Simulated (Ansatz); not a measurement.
# Fe2Ge: the cost of one run

Method: DFT LDA, scalar-relativistic, plane waves, PAW, in Ansatz 0.2.0.

## (1) Starting point

It takes space group P6_3/mmc (No. 194, hexagonal). Conventional cell: a = 4.133 Å, b = 4.133 Å, c = 5.009 Å, α = 90.00°, β = 90.00°, γ = 120.00°. Fe (site symmetry -3m) has 8 Fe at 2.50 to 2.69 Å and 6 Ge at 2.69 Å as nearest neighbours. Fe (site symmetry -6m2) has 5 Ge at 2.39 to 2.50 Å and 6 Fe at 2.69 Å as nearest neighbours. Ge (site symmetry -6m2) has 11 Fe at 2.39 to 2.69 Å as nearest neighbours.

Coordinates:

```
CELL_PARAMETERS angstrom
4.13287 0.00000 0.00000
-2.06643 3.57917 0.00000
0.00000 0.00000 5.00875
ATOMIC_POSITIONS crystal
Fe 0.00000 0.00000 0.00000
Fe 0.00000 0.00000 0.50000
Fe 0.66667 0.33333 0.75000
Fe 0.33333 0.66667 0.25000
Ge 0.66667 0.33333 0.25000
Ge 0.33333 0.66667 0.75000
```

The moments start at Fe 2.50 μB.

## (2) Full relaxation

Contents of input.yaml:

```yaml
crystal:
  lattice:
    - [4.1328681392, 0.0, 0.0]
    - [-2.0664340696, 3.5791687991, 0.0]
    - [0.0, 0.0, 5.008752]
  atoms:
    - { symbol: Fe, position: [0.0, 0.0, 0.0], spin: 2.5 }
    - { symbol: Fe, position: [0.0, 0.0, 0.5], spin: 2.5 }
    - { symbol: Fe, position: [0.66666667, 0.33333333, 0.75], spin: 2.5 }
    - { symbol: Fe, position: [0.33333333, 0.66666667, 0.25], spin: 2.5 }
    - { symbol: Ge, position: [0.66666667, 0.33333333, 0.25] }
    - { symbol: Ge, position: [0.33333333, 0.66666667, 0.75] }
basis:
  ecutwfc: 420
  ecutrho_ratio: 4
kpoints:
  mp_grid: { grid: [12, 12, 8] }
hamiltonian:
  xc: lda
scf:
  occupations: { method: gaussian, width: 0.05 }
output:
  forces: true
  stress: true
  eigenvalues: true
  populations: true
magnetization:
  spin_polarized: true
relax:
  f_tol: 0.01
  max_steps: 60
  cell: { stress_tol: 0.04 }
```

On the command line:

```console
$ ansatz run input.yaml --threads 2 --pin off --max-ram 5120MiB --backend cpu --events-out ev --progress --plain --runs-dir out
```

What time and memory should one allow on 2 threads of Intel Xeon at 2.70GHz, shared host?

About 9.3 min, with a peak of 0.92 GiB.
